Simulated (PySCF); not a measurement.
# RuOBr₂: structure of the singlet

Program: PySCF 2.14.0. Level of theory: PBE0, basis Ru def2-SVP with ECP28, O def2-SVP, Br def2-SVP, scalar-relativistic core potentials, no spin–orbit coupling, density fitting. These are calculated values, not measurements.

## 1. Starting geometry

4 atoms, charge 0, spin multiplicity 1.

Bond lengths: Ru1–O2 1.710 Å, Ru1–Br3 2.390 Å, Ru1–Br4 2.390 Å. Angles: O2–Ru1–Br3 88.0°, O2–Ru1–Br4 88.0°, Br3–Ru1–Br4 176.0°.

```xyz
4
charge 0 multiplicity 1
Ru    0.0000    0.0000    0.0000
O     0.0000    0.0000    1.7100
Br    2.3885    0.0000    0.0834
Br   -2.3885    0.0000    0.0834
```

## 2. Finding the electronic state

The steps below are one call of a driver around PySCF. For each, scf.py gives the equivalent set-up of the SCF; relaxations use the driver's own optimiser. After this first run the driver tries any further starts and a stability analysis.

scf.py reads:

```python
from pyscf import gto, scf, dft
mol = gto.M(atom='''
Ru     0.000000     0.000000     0.000000
O      0.000000     0.000000     1.710000
Br     2.388500     0.000000     0.083400
Br    -2.388500     0.000000     0.083400''',
    basis={'Ru': 'def2-SVP', 'O': 'def2-SVP', 'Br': 'def2-SVP'},
    ecp={'Ru': 'def2-SVP'},
    charge=0, spin=0)
mf = dft.RKS(mol, xc='PBE0')
mf.grids.atom_grid = (50, 194)
aux = {'Ru': 'def2-universal-JKFIT', 'O': 'def2-universal-JKFIT', 'Br': 'def2-universal-JKFIT'}
mf = mf.density_fit(auxbasis=aux)
mf.conv_tol = 1e-08
mf.diis_space = 10
mf.max_cycle = 60
mf.init_guess = 'minao'
mf.verbose = 4
mf.kernel()
```

The run is started by

```console
OMP_NUM_THREADS=2 python axn.py task.json out
```

What wall time should one allow on 2 threads of Arm Neoverse V1, shared host?

About 29 s.
